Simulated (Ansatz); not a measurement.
# MoH+ (quintet): the correlation ladder, def2-QZVPP

One table from this session's results is given with a row withheld; the runs are named, their logs left out.

Program: Ansatz 0.2.0, Gaussian basis. Level of theory: def2-QZVPP, core rule «outside noble gas», up to 4 orbitals frozen. These are calculated values, not measurements.

The runs, in order: UHF; ROHF; CCSD(T) on UHF.

3 further runs of the same task are left out: 1 for a known fault of the program, 2 set aside as unsound or not needed. Runs told in other sessions of the task aren't counted.

## The geometry

The geometry is a PBE0/def2-TZVP stationary point (not a proven minimum) of the parent state, kept for this charge and spin. No spin-orbit coupling is included. Elements past krypton take def2 core potentials.

2 atoms, charge 1, spin multiplicity 5.

Atoms are counted from 1 here; the program's logs count them from 0.

Bond lengths: Mo1–H2 1.699 Å.

Set-up of the first run:

Input file in.yaml:

```yaml
crystal:
  periodic: [false, false, false]
  atoms:
    - {symbol: Mo, position_ang: [0.000000, 0.000000, 0.000000]}
    - {symbol: H, position_ang: [0.000000, 0.000000, 1.699200]}
basis:
  gaussian: {orbitals: "def2-QZVPP.json"}
total_charge: 1
magnetization: {spin_polarized: true, initial_magnetization: 4}
hamiltonian: {xc: hf}
output: {orbitals: {seedname: orbitals}}
```

Launch:

```sh
$ ansatz run in.yaml --threads 1 --pin off --events-out ev --progress --plain --max-ram 2816MiB --backend cpu
```

Steps of the session up to this table: UHF; ROHF; CCSD(T) on UHF.

One table of the session follows, with a row left open; its other results are not shown here.

It belongs to the step «Misses and costs». 

```
  method  from UCCSD(T) (meV)
    ROHF              +3333.0
     UHF                    ?
    UMP2               +530.8
   UCCSD                +96.1
UCCSD(T)                    0
```

Estimate the missing values for UHF.

As computed: from UCCSD(T) (meV): +3089.8. In the column «from UCCSD(T) (meV)» it lies between UMP2 (+530.8) and ROHF (+3333.0).
